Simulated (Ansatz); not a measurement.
# VRu: one contact scaled

The task here is to estimate one member of a computed series from the others.

Program: Ansatz 0.2.0. Level of theory: DFT PBEsol, with the methods named in each step. These are calculated values, not measurements.

1 further run of the same task is left out (it didn't finish). Runs told in other sessions of the task aren't counted.

### Starting point

The structure is cubic, space group Pm-3m (No. 221). The conventional cell has a = 2.990 Å, b = 2.990 Å, c = 2.990 Å, α = 90.00°, β = 90.00°, γ = 90.00°. V (site symmetry m-3m) has 8 Ru at 2.59 Å in its first shell of neighbours. Ru (site symmetry m-3m) is surrounded by 8 V at 2.59 Å.

Structure file:

```
V Ru
1.0
     2.99000    0.00000    0.00000
     0.00000    2.99000    0.00000
     0.00000    0.00000    2.99000
V Ru
1 1
Cartesian
  1.4950 1.4950 1.4950
  0.0000 0.0000 0.0000
```

Atoms are numbered in the order of the input: V1, Ru2.

Set-up of the first run:

File input.yaml:

```yaml
crystal:
  lattice:
    - [2.99, 0.0, 0.0]
    - [0.0, 2.99, 0.0]
    - [0.0, 0.0, 2.99]
  atoms:
    - { symbol: V, position: [0.5, 0.5, 0.5], spin: 1.5 }
    - { symbol: Ru, position: [0.0, 0.0, 0.0] }
magnetization:
  spin_polarized: true
kpoints:
  mp_grid: { grid: [10, 10, 10] }
scf:
  occupations: { method: fermi_dirac, width: 0.05 }
hamiltonian:
  xc: pbesol
  pseudopotentials: { kind: paw }
output:
  forces: true
  stress: true
  eigenvalues: true
  populations: true
```

Run with:

```sh
$ ansatz run input.yaml --threads 1 --pin off --max-ram 2048MiB --backend cpu --events-out ev --progress --plain --runs-dir out
```

Steps of the session up to this table: Shortest bond scaled by 1, PAW; Shortest bond scaled by 0.94, PAW; Shortest bond scaled by 0.88, PAW; Shortest bond scaled by 0.76, PAW; Shortest bond scaled by 0.58, PAW; Shortest bond scaled by 0.58, PAW (level accurate).

One of the session's tables, all rows but one given; the rest of the session is left out.

```
              method  length (Å)  F from the given length (eV/cell)  force along the bond (eV/Å)  pressure (GPa)  largest force (eV/Å)
                 PAW       1.502                                  ?                            ?               ?                     ?
                 PAW       1.968                              1.341                        6.111           31.30                 6.111
                 PAW       2.279                              0.160                        1.672            2.15                 1.672
                 PAW       2.434                              0.019                        0.338           -3.53                 0.338
                 PAW       2.589                              0.000                        0.000           -5.12                 0.000
PAW (level accurate)       1.502                                  –                       44.975          171.71                44.975
```

Q: Estimate the row for PAW, 1.502 from the others.

As computed: F from the given length (eV/cell): 9.816; force along the bond (eV/Å): 48.000; pressure (GPa): 179.44; largest force (eV/Å): 48.000.

Caveats from the session: Warnings in the runs' records: seeded moment not kept.
